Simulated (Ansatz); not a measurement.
# Ge₄H₁₀: one species, many methods

One table from this session's results is given with a row withheld; the runs are named, their logs left out.

Program: Ansatz 0.2.0, Gaussian basis. Level of theory: functionals in def2-TZVPP, the program's frozen cores in correlated methods. These are calculated values, not measurements.

Plan: LDA (SPW92), PBE-D4, revPBE-D4, BLYP-D4, r2SCAN-D4, B97M-V, PBE0-D4, B3LYP-D4, r2SCANh-D4, r2SCAN0-D4, HSE06-D4, BHLYP-D4, CAM-B3LYP-D4, LC-ωPBE, ωB97X-V, ωB97M-V, B2PLYP, PBE-QIDH; CCSD(T)/def2-SVP; CCSD(T)/def2-TZVPP; MP2/def2-QZVPP; extrapolation to the limit; RPA on PBE.

**The relaxed structure**

An earlier PBE0-D4 in a triple-zeta def2 set relaxation fixed the geometry.

SMILES `[GeH3][GeH2][GeH2][GeH3]`, 14 atoms, charge 0, spin multiplicity 1.

Atoms are counted from 1 here; the program's logs count them from 0.

Bond lengths: Ge1–Ge2 2.423 Å, Ge1–H5 1.538 Å, Ge1–H6 1.538 Å, Ge1–H7 1.537 Å, Ge2–Ge3 2.425 Å, Ge2–H8 1.540 Å, Ge2–H9 1.540 Å, Ge3–Ge4 2.423 Å, Ge3–H10 1.540 Å, Ge3–H11 1.540 Å, Ge4–H12 1.538 Å, Ge4–H13 1.538 Å, Ge4–H14 1.537 Å. Angles: Ge2–Ge1–H5 109.6°, Ge2–Ge1–H6 110.0°, Ge2–Ge1–H7 111.3°, H5–Ge1–H6 108.4°, H5–Ge1–H7 108.7°, H6–Ge1–H7 108.8°, Ge1–Ge2–Ge3 109.8°, Ge1–Ge2–H8 110.1°, Ge1–Ge2–H9 109.2°, Ge3–Ge2–H8 110.5°, Ge3–Ge2–H9 109.2°, H8–Ge2–H9 108.0°, Ge2–Ge3–Ge4 109.8°, Ge2–Ge3–H10 110.5°, Ge2–Ge3–H11 109.2°, Ge4–Ge3–H10 110.2°, Ge4–Ge3–H11 109.2°, H10–Ge3–H11 108.0° and more.

As a file:

| atom | x (Å) | y (Å) | z (Å) |
| --- | --- | --- | --- |
| Ge1 | -1.6109 | 1.7575 | -0.3847 |
| Ge2 | -0.6726 | 0.5143 | 1.4714 |
| Ge3 | 1.4047 | -0.5353 | 0.7892 |
| Ge4 | 1.0702 | -1.7419 | -1.2852 |
| H5 | -1.9545 | 0.7916 | -1.5310 |
| H6 | -0.5872 | 2.7816 | -0.9021 |
| H7 | -2.8890 | 2.5033 | 0.0323 |
| H8 | -0.4357 | 1.4504 | 2.6712 |
| H9 | -1.6701 | -0.5755 | 1.9074 |
| H10 | 1.9103 | -1.4928 | 1.8845 |
| H11 | 2.4745 | 0.5522 | 0.5764 |
| H12 | -0.0710 | -2.7595 | -1.1228 |
| H13 | 0.6865 | -0.7544 | -2.3998 |
| H14 | 2.3447 | -2.4913 | -1.7068 |

The first run:

File in.yaml:

```yaml
crystal:
  periodic: [false, false, false]
  atoms:
    - {symbol: Ge, position_ang: [-1.610878, 1.757493, -0.384689]}
    - {symbol: Ge, position_ang: [-0.672638, 0.514263, 1.471374]}
    - {symbol: Ge, position_ang: [1.404672, -0.535290, 0.789246]}
    - {symbol: Ge, position_ang: [1.070247, -1.741914, -1.285171]}
    - {symbol: H, position_ang: [-1.954536, 0.791629, -1.530967]}
    - {symbol: H, position_ang: [-0.587204, 2.781581, -0.902146]}
    - {symbol: H, position_ang: [-2.888980, 2.503281, 0.032304]}
    - {symbol: H, position_ang: [-0.435688, 1.450365, 2.671200]}
    - {symbol: H, position_ang: [-1.670050, -0.575516, 1.907394]}
    - {symbol: H, position_ang: [1.910313, -1.492793, 1.884480]}
    - {symbol: H, position_ang: [2.474545, 0.552195, 0.576395]}
    - {symbol: H, position_ang: [-0.071014, -2.759548, -1.122791]}
    - {symbol: H, position_ang: [0.686459, -0.754444, -2.399846]}
    - {symbol: H, position_ang: [2.344732, -2.491291, -1.706772]}
basis:
  gaussian: {orbitals: def2-TZVPP}
hamiltonian: {xc: lda}
output: {orbitals: {seedname: orbitals}}
```

Steps of the session up to this table: LDA; PBE-D4 (GGA); revPBE-D4 (GGA); BLYP-D4 (GGA); r2SCAN-D4 (meta-GGA); B97M-V (meta-GGA); PBE0-D4 (hybrid); B3LYP-D4 (hybrid); r2SCANh-D4 (hybrid); r2SCAN0-D4 (hybrid); HSE06-D4 (hybrid); BHLYP-D4 (hybrid); CAM-B3LYP-D4 (range-separated); LC-ωPBE-D4 (range-separated; the results give it without D4); ωB97X-V (range-separated); ωB97M-V (range-separated); B2PLYP (double hybrid); PBE-QIDH (double hybrid).

One table of the session follows, with a row left open; its other results are not shown here.

It belongs to the step «Frontier levels by functional». 

| functional | HOMO (eV) | gap (eV) |
| --- | --- | --- |
| LDA (SPW92) | -6.82 | 5.64 |
| PBE-D4 | -6.71 | 5.75 |
| revPBE-D4 | -6.65 | 5.80 |
| BLYP-D4 | -6.53 | 5.63 |
| r2SCAN-D4 | -6.97 | 6.28 |
| B97M-V | -7.06 | 6.28 |
| PBE0-D4 | -7.70 | 7.58 |
| B3LYP-D4 | -7.49 | 7.10 |
| r2SCANh-D4 | -7.33 | 6.92 |
| r2SCAN0-D4 | -7.87 | 7.87 |
| HSE06-D4 | -7.32 | 6.83 |
| BHLYP-D4 | ? | ? |
| CAM-B3LYP-D4 | -8.85 | 9.67 |
| LC-ωPBE | -10.12 | 12.07 |
| ωB97X-V | -9.81 | 11.64 |
| ωB97M-V | -9.63 | 11.19 |

Q: Estimate the row for BHLYP-D4 from the others.

Worked estimate for «HOMO (eV)». Against the share of exact exchange, BLYP-D4 (0, -6.53), B3LYP-D4 (0.2, -7.49) give a slope of -4.80 per unit share; at 0.5 the line stands at -8.93.

**Answer.** HOMO (eV): -8.56; gap (eV): 9.29. In «HOMO (eV)» the line misses by -0.37.
